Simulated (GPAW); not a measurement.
Runs of GPAW 26.7.0 on Sn3Se. It takes space group Fm-3m (No. 225, cubic). Conventional cell: a = 7.466 Å, b = 7.466 Å, c = 7.466 Å, α = 90.00°, β = 90.00°, γ = 90.00°. Around Sn (site symmetry m-3m) lie 8 Sn at 3.23 Å. Sn (site symmetry -43m) is surrounded by 4 Sn at 3.23 Å and 4 Se at 3.23 Å. Se (site symmetry m-3m) is surrounded by 8 Sn at 3.23 Å. The cell comes from a database or a generator and needn't be the stable form of this composition.

```tsv
task	level	potentials or basis	cell	k mesh	cutoff (eV)	maxiter	band path	band points	convergence	gap on the mesh (eV)	pressure (GPa)
band structure	LDA	the program's PAW data sets (release 1.2.1) made for this functional, pw	as given	6 × 6 × 6	600	150	GXWKGLUWLK,UX	80	-	-	-4.7
single point	PBEsol	PAW data sets generated in the run's folder for this functional, pw	atoms moved at random, drawn with an rms of 0.05 Å	6 × 6 × 6	600	150	-	-	-	none	-3.4
band structure	r2SCAN	GPAW PAW data sets (gpaw-data 1.2.1), pw	as given	6 × 6 × 6	600	150	GXWKGLUWLK,UX	80	-	-	-1.4
band structure	PBEsol	PAW data sets generated in the run's folder for this functional, pw	as given	6 × 6 × 6	600	150	GXWKGLUWLK,UX	80	-	-	-3.4
single point	PBEsol	PAW data sets generated in the run's folder for this functional, pw	as given	6 × 6 × 6	600	150	-	-	-	none	-3.4
single point	LDA	the program's PAW data sets (release 1.2.1) made for this functional, pw	as given	5 × 5 × 5	450	120	-	-	default	-	(a)
```

Alike in all rows: no spin polarisation; smearing fermi-dirac 0.05 eV.

Question: Estimate the missing entries.

Answer: (a) -6.0.

Caveats: spin-orbit coupling is left out, which moves the levels of the heavy elements (some runs); the PAW data sets were made with another functional, which shifts forces and pressure a little (some runs); the cutoff is short for stress and forces, so pressures can be off by a GPa or more (some runs).

A k mesh can miss the band edges, and the runs leave out spin-orbit coupling on Se, Sn.

A gap of «none» marks a metal or a gap under the smearing width.
